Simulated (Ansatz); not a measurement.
**C3H9Sc: one species, many methods**

An exercise on one series of results from a longer session: the logs are not shown, and one member is left open.

Computed with Ansatz 0.2.0, Gaussian basis. Level: functionals in def2-TZVPP, the program's frozen cores in correlated methods.

The runs, in order: LDA (SPW92), PBE-D4, revPBE-D4, BLYP-D4, r2SCAN-D4, B97M-V, PBE0-D4, B3LYP-D4, r2SCANh-D4, r2SCAN0-D4, HSE06-D4, BHLYP-D4, CAM-B3LYP-D4, LC-ωPBE, ωB97X-V, ωB97M-V, B2PLYP, PBE-QIDH; CCSD(T)/def2-SVP; CCSD(T)/def2-TZVPP; MP2/def2-QZVPP; extrapolation to the limit; RPA on PBE.

### Structure used throughout

All runs share one geometry, relaxed beforehand with PBE0-D4 in a triple-zeta def2 set.

13 atoms, charge 0, spin multiplicity 1.

Atoms are counted from 1 here; the program's logs count them from 0.

Bond lengths: C1–Sc2 2.185 Å, C1–H5 1.100 Å, C1–H6 1.098 Å, C1–H7 1.098 Å, Sc2–C3 2.185 Å, Sc2–C4 2.185 Å, C3–H8 1.098 Å, C3–H9 1.098 Å, C3–H10 1.100 Å, C4–H11 1.100 Å, C4–H12 1.098 Å, C4–H13 1.098 Å. Angles: Sc2–C1–H5 112.6°, Sc2–C1–H6 111.3°, Sc2–C1–H7 112.4°, H5–C1–H6 106.2°, H5–C1–H7 106.7°, H6–C1–H7 107.3°, C1–Sc2–C3 117.5°, C1–Sc2–C4 117.6°, C3–Sc2–C4 117.6°, Sc2–C3–H8 111.5°, Sc2–C3–H9 112.2°, Sc2–C3–H10 112.5°, H8–C3–H9 107.3°, H8–C3–H10 106.3°, H9–C3–H10 106.6°, Sc2–C4–H11 112.6°, Sc2–C4–H12 111.5°, Sc2–C4–H13 112.1° and more.

The first run:

The input, in.yaml:

```yaml
crystal:
  periodic: [false, false, false]
  atoms:
    - {symbol: C, position_ang: [-0.750274, 1.920296, -0.635396]}
    - {symbol: Sc, position_ang: [0.240824, 0.008176, -0.269330]}
    - {symbol: C, position_ang: [1.613420, -0.107905, 1.426152]}
    - {symbol: C, position_ang: [-0.827895, -1.811787, -0.832914]}
    - {symbol: H, position_ang: [-0.205994, 2.546922, -1.357154]}
    - {symbol: H, position_ang: [-0.827676, 2.511816, 0.286768]}
    - {symbol: H, position_ang: [-1.766944, 1.795428, -1.029929]}
    - {symbol: H, position_ang: [1.382121, -0.963464, 2.074434]}
    - {symbol: H, position_ang: [1.578268, 0.794466, 2.050096]}
    - {symbol: H, position_ang: [2.660498, -0.232342, 1.113263]}
    - {symbol: H, position_ang: [-0.506359, -2.206000, -1.808000]}
    - {symbol: H, position_ang: [-1.908683, -1.635677, -0.913285]}
    - {symbol: H, position_ang: [-0.681306, -2.619939, -0.104716]}
basis:
  gaussian: {orbitals: def2-TZVPP}
hamiltonian: {xc: lda}
output: {orbitals: {seedname: orbitals}}
```

Command:

```sh
$ ansatz run in.yaml --threads 4 --pin off --events-out ev --progress --plain --max-ram 10444MiB
```

Steps of the session up to this table: LDA; PBE-D4 (GGA); revPBE-D4 (GGA); BLYP-D4 (GGA); r2SCAN-D4 (meta-GGA); B97M-V (meta-GGA); B3LYP-D4 (hybrid); r2SCANh-D4 (hybrid); r2SCAN0-D4 (hybrid); HSE06-D4 (hybrid); BHLYP-D4 (hybrid); CAM-B3LYP-D4 (range-separated); LC-ωPBE (range-separated); ωB97X-V (range-separated); ωB97M-V (range-separated); B2PLYP (double hybrid); PBE-QIDH (double hybrid).

One of the session's tables, all rows but one given; the rest of the session is left out.

It belongs to the step «Frontier levels by functional». 

| functional | HOMO (eV) | LUMO (eV) | gap (eV) |
| --- | --- | --- | --- |
| LDA (SPW92) | ? | ? | ? |
| PBE-D4 | -5.40 | -2.73 | 2.67 |
| revPBE-D4 | -5.34 | -2.59 | 2.75 |
| BLYP-D4 | -5.27 | -2.77 | 2.50 |
| r2SCAN-D4 | -5.63 | -2.34 | 3.29 |
| B97M-V | -5.72 | -2.60 | 3.13 |
| PBE0-D4 | -6.69 | -1.77 | 4.93 |
| B3LYP-D4 | -6.47 | -2.17 | 4.30 |
| r2SCANh-D4 | -6.12 | -2.00 | 4.11 |
| r2SCAN0-D4 | -6.85 | -1.53 | 5.33 |
| HSE06-D4 | -6.29 | -2.13 | 4.15 |
| BHLYP-D4 | -7.90 | -1.11 | 6.79 |
| CAM-B3LYP-D4 | -8.11 | -1.00 | 7.12 |
| LC-ωPBE | -9.52 | 0.27 | 9.79 |
| ωB97X-V | -9.15 | 0.06 | 9.21 |
| ωB97M-V | -9.03 | -0.36 | 8.68 |

Estimate the missing values for LDA (SPW92).

The run gave: HOMO (eV): -5.53; LUMO (eV): -2.92; gap (eV): 2.60. In the column «HOMO (eV)» it lies between r2SCAN-D4 (-5.63) and PBE-D4 (-5.40).
